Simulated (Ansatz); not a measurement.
In3SbTe2 under changes of volume

One of the cells (30.361 Å³/atom); the others are scaled copies at fixed shape and fractional positions:

```
Te Sb In
1.0
    -2.23687    3.12602    6.51279
     2.23687   -3.12602    6.51279
     2.23687    3.12602   -6.51279
Te Sb In
2 1 3
Direct
  0.82873 0.32873 0.50000
  0.17127 0.67127 0.50000
  0.50000 0.00000 0.50000
  0.33904 0.33904 0.00000
  0.66096 0.66096 0.00000
  0.00000 0.00000 0.00000
```

The cell comes from a database or a generator and needn't be the stable form of this composition.

* Program: Ansatz 0.2.0
* Functional: PBE
* Potentials or basis: Ansatz PAW
* Cutoff: 420 eV (not typed: the program's choice for these potentials)
* k mesh: 7 × 7 × 7
* Occupations: fermi-dirac, width 0.05 eV
* Spin: no spin polarisation

```tsv
volume (Å³/atom)	energy over the lowest point (meV/atom)	pressure (GPa)	largest force (eV/Å)
28.539	?	?	?
29.146	4.97	1.7	0.107
29.753	0.70	0.7	0.105
30.361	0.00	-0.2	0.103
30.968	2.46	-1.0	0.099
31.575	7.70	-1.7	0.094
32.182	15.40	-2.3	0.089
```

What does the run at 28.539 Å³/atom give?

Energy over the lowest point 13.27 meV/atom; pressure 2.8 GPa; largest force 0.107 eV/Å.

Worked out: A Birch-Murnaghan fit of order 3 (a polynomial in V^(-2/3)) to the other rows has its minimum at 30.18 Å³/atom with B0 = V·E''(V) = 43 GPa and B' = 5.2 at fixed shape and positions, which overstates the stiffness. It gives 13.28 meV/atom at 28.539 Å³/atom, against the run's 13.27, and -dE/dV = 2.8 GPa, against 2.8.

Energies are extrapolated to zero smearing.
